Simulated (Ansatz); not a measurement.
# Al5GaAs6: a closer look at a trial structure

The task, for Al5GaAs6: see whether it has a gap, which orbitals make up the states near it and how charge is shared.

Computed with Ansatz 0.2.0 (DFT PBE, scalar-relativistic, plane waves, PAW, unless a step's input says otherwise).

**1. The structure to begin with**

Symmetry: Pmm2, No. 25, orthorhombic system. Conventional cell: a = 4.054 Å, b = 12.158 Å, c = 5.729 Å, α = 90.00°, β = 90.00°, γ = 90.00°. Al (site symmetry m) is surrounded by 4 As at 2.48 Å. Around Al (site symmetry mm2) lie 4 As at 2.48 Å. Ga (site symmetry mm2) is surrounded by 4 As at 2.49 Å. As (site symmetry m) is surrounded by 3 Al at 2.48 Å and 1 Ga at 2.49 Å. Around As (site symmetry mm2) lie 2 Al at 2.48 Å and 2 Ga at 2.49 Å. As (site symmetry m) is surrounded by 4 Al at 2.48 Å. As (site symmetry mm2) is surrounded by 4 Al at 2.48 Å.

Coordinates:

```
Al Ga As
1.0
     4.05417    0.00000    0.00000
     0.00000   12.15807    0.00000
     0.00000    0.00000    5.72935
Al Ga As
5 1 6
Direct
  0.00000 0.83308 0.00001
  0.00000 0.16692 0.00001
  0.50000 0.33346 0.49986
  0.00000 0.50000 0.00000
  0.50000 0.66654 0.49986
  0.50000 0.00000 0.50009
  0.50000 0.83278 0.75076
  0.00000 0.00000 0.24820
  0.50000 0.16722 0.75076
  0.00000 0.33348 0.25011
  0.50000 0.50000 0.75024
  0.00000 0.66652 0.25011
```

It is the end of an earlier relaxation with the same method, from a generated guess; it is a trial structure. At a tolerance of 0.02 Å it has space group Pmm2 (No. 25); it has 23.53 Å³/atom, an uncorrected energy of -0.46 eV/atom over the elements.

**2. Electronic structure at the relaxed geometry**

File input.yaml:

```yaml
crystal:
  lattice:
    - [4.0541707835, 0.0, 0.0]
    - [0.0, 12.158071282, 0.0]
    - [0.0, 0.0, 5.7293491707]
  atoms:
    - { symbol: Al, position: [0.0, 0.8330771242, 1.0000066594] }
    - { symbol: Al, position: [0.0, 0.1669228758, 1.0000066594] }
    - { symbol: Al, position: [0.5, 0.3334552888, 0.4998618958] }
    - { symbol: Al, position: [0.0, 0.5, 0.9999998442] }
    - { symbol: Al, position: [0.5, 0.6665447112, 0.4998618958] }
    - { symbol: Ga, position: [0.5, 0.0, 0.5000854206] }
    - { symbol: As, position: [0.5, 0.8327756645, 0.7507556709] }
    - { symbol: As, position: [0.0, 0.0, 0.2482043259] }
    - { symbol: As, position: [0.5, 0.1672243355, 0.7507556709] }
    - { symbol: As, position: [0.0, 0.3334818167, 0.2501093226] }
    - { symbol: As, position: [0.5, 0.5, 0.750243312] }
    - { symbol: As, position: [0.0, 0.6665181833, 0.2501093226] }
basis:
  ecutwfc: 420
kpoints:
  mp_grid: { grid: [8, 4, 6] }
  band_path:
    path:
      - [[0.0, 0.0, 0.0], [0.5, 0.0, 0.0], [0.5, 0.5, 0.0], [0.0, 0.5, 0.0], [0.0, 0.0, 0.0], [0.0, 0.0, 0.5], [0.5, 0.0, 0.5], [0.5, 0.5, 0.5], [0.0, 0.5, 0.5], [0.0, 0.0, 0.5]]
      - [[0.5, 0.0, 0.0], [0.5, 0.0, 0.5]]
      - [[0.0, 0.5, 0.0], [0.0, 0.5, 0.5]]
      - [[0.5, 0.5, 0.0], [0.5, 0.5, 0.5]]
    npoints: 10
hamiltonian:
  xc: pbe
scf:
  occupations: { method: gaussian, width: 0.02 }
  n_extra_bands: 30
output:
  forces: true
  stress: true
  eigenvalues: true
  populations: true
  dos: { projected: true, de: 0.02, nscf_kmesh: { grid: [12, 6, 9] } }
  bader: false
```

On the command line:

```
> ansatz run input.yaml --threads 1 --pin off --max-ram 2560MiB --backend cpu --events-out ev --progress --plain --runs-dir out
```

Q: Predict the outcome of this session. Wanted: gap.

As calculated:

| quantity | value |
| --- | --- |
| gap | 1.43 eV, direct on the path |

What this shows: The gap is 1.43 eV, with the valence top at Γ and the conduction bottom at Γ on the path. Of the projected weight, the top eV of the valence band is As 4p (79 %), and the lowest eV of the conduction band Al 3p (38 %) and As 4p (18 %).
